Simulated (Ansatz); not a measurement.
## CsLiCr2Te2S3 in Ansatz: the effect of Hubbard term

Crystal: CsLiCr2Te2S3.

```
Cs Li Cr Te S
1.0
     7.05684    0.00000    0.00788
     0.00000    3.98060    0.00000
    -2.68302    0.00000    8.67869
Cs Li Cr Te S
1 1 2 2 3
Direct
  0.07739 0.00000 0.37706
  0.86424 0.50000 0.78883
  0.12646 0.00000 0.94616
  0.59290 0.50000 0.97165
  0.50838 0.00000 0.15270
  0.55612 0.00000 0.74893
  0.87426 0.00000 0.68502
  0.25176 0.50000 0.84402
  0.96294 0.50000 0.05357
```

The cell was built by a generator and needn't be a form met in nature.

Alike in all runs:

```yaml
Program: Ansatz 0.2.0
Task: projected density of states
Functional: PBE
Potentials_or_basis: Ansatz PAW
Cutoff: 420 eV
Density_cutoff: 1680 eV
k_mesh: 4 × 7 × 3
Occupations: fermi-dirac, width 0.05 eV
Spin: collinear spin, ferromagnetic start
Starting_moments: "[0.0, 0.0, 3.0, 3.0, 0.0, 0.0, 0.0, 0.0, 0.0] μB"
Hubbard_projectors: ortho-atomic (the default)
Double_counting: fll (the default)
```

One run gave: gap on the mesh 0.37 eV; pressure 1.1 GPa; moment 6.00 μB; largest force 0.23 eV/Å. Which Hubbard term did it use?
A. Cr d U = 2 eV
B. Cr d U = 6 eV
C. Cr d U = 4 eV
D. Cr d U = 8 eV

A.

| Hubbard term | gap on the mesh (eV) | pressure (GPa) | moment (μB) | largest force (eV/Å) |
| --- | --- | --- | --- | --- |
| Cr d U = 2 eV | 0.37 | 1.1 | 6.00 | 0.23 |
| Cr d U = 4 eV | 0.22 | 2.3 | 6.00 | 0.50 |
| Cr d U = 6 eV | 0.08 | 3.6 | 6.01 | 0.78 |
| Cr d U = 8 eV | none | 4.9 | 6.03 | 1.02 |

Caveats: the magnetic or orbital state may not be the lowest; only a ferromagnetic start was run, and an antiferromagnetic order may lie lower in energy; the density of states is complete only up to the lowest level of the last band computed; odd divisions of the mesh miss points on the zone boundary, where band edges often lie, so the gap on the mesh can be too wide (some runs); spin-orbit coupling is left out, which moves the levels of the heavy elements (some runs); forces of over 1 eV/Å show positions far from the minimum, so gaps and moduli don't describe the material at rest (some runs).

A k mesh can miss the band edges.

A gap of «none» marks a metal or a gap under the smearing width.

Not every run made on this cell is shown here.
